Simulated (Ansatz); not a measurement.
# MoS (I4/mmm, relaxed from a rocksalt start): equation of state

How stiff is MoS (I4/mmm, relaxed from a rocksalt start)? Energies and pressures are computed at volumes on both sides of the relaxed cell and fitted. The cell was built by placing the elements on the sites of a structure type; the runs don't test whether it is the stable form.

Method: DFT r²SCAN, scalar-relativistic, plane waves, PAW, in Ansatz 0.2.0.

3 further runs of the same task are left out: 1 that didn't finish, 2 set aside as unsound or not needed. Runs told in other sessions of the task aren't counted.

### Step 1. The starting structure

It takes space group I4/mmm (No. 139, tetragonal). Conventional cell: a = 3.610 Å, b = 3.610 Å, c = 5.090 Å, α = 90.00°, β = 90.00°, γ = 90.00°. Mo (site symmetry 4/mmm) is surrounded by 6 S at 2.54 to 2.55 Å. S (site symmetry 4/mmm) is surrounded by 6 Mo at 2.54 to 2.55 Å.

Structure file:

```
Mo S
1.0
     0.00000    2.55282    2.55282
     5.08990    2.55282    2.55282
     5.08990    5.10563    0.00000
Mo S
2 2
Direct
  0.50000 0.50000 0.00000
  0.50000 0.50000 0.50000
  0.00000 0.00000 0.00000
  0.00000 0.00000 0.50000
```

This cell comes from an earlier session at r²SCAN: 16.585 Å³/atom at 0.00 GPa, on a 12×12×6 mesh. The large moments point both ways and cancel.

Volume factors to run: 0.980, 1.020, 0.960, 1.040, 1.070.

### Step 2. Volume × 0.980

Contents of input.yaml:

```yaml
crystal:
  lattice:
    - [0.0, 2.5356816771, 2.535681677]
    - [5.0557412448, 2.5356816771, 2.535681677]
    - [5.0557412448, 5.071363354, -1.0e-10]
  atoms:
    - { symbol: Mo, position: [0.5, 0.5, 0.0], spin: 2.2 }
    - { symbol: S, position: [0.0, 0.0, 0.0] }
    - { symbol: Mo, position: [0.5, 0.5, 0.5], spin: -2.2 }
    - { symbol: S, position: [0.0, 0.0, 0.5] }
basis:
  ecutwfc: 500
  ecutrho_ratio: 4
kpoints:
  mp_grid: { grid: [12, 12, 6] }
hamiltonian:
  xc: r2scan
scf:
  occupations: { method: gaussian, width: 0.05 }
output:
  forces: true
  stress: true
  eigenvalues: true
  populations: true
magnetization:
  spin_polarized: true
relax:
  f_tol: 0.01
  max_steps: 40
  cell: { stress_tol: 0.1, fix: [volume] }
```

Command:

```
ansatz run input.yaml --threads 2 --pin off --max-ram 2662MiB --backend cpu --events-out ev --progress --plain --runs-dir out
```

The runs that follow: At 1.020 of the relaxed volume; At 0.960 of the relaxed volume; At 1.040 of the relaxed volume; Volume × 1.070.

Q: Predict the outcome of this session. Wanted: V0; B0; scatter of the fit.

The runs gave:

```
          quantity           value
                V0  16.587 Å³/atom
                B0         106 GPa
scatter of the fit  0.067 meV/atom
```

The fitted minimum lies at 16.59 Å³/atom, and the bulk modulus is 106 GPa. One per cent of compression takes about 1.1 GPa. The moment on atom 1 grows from 1.86 to 2.29 μB on expansion. These are values at 0 K without zero-point motion.
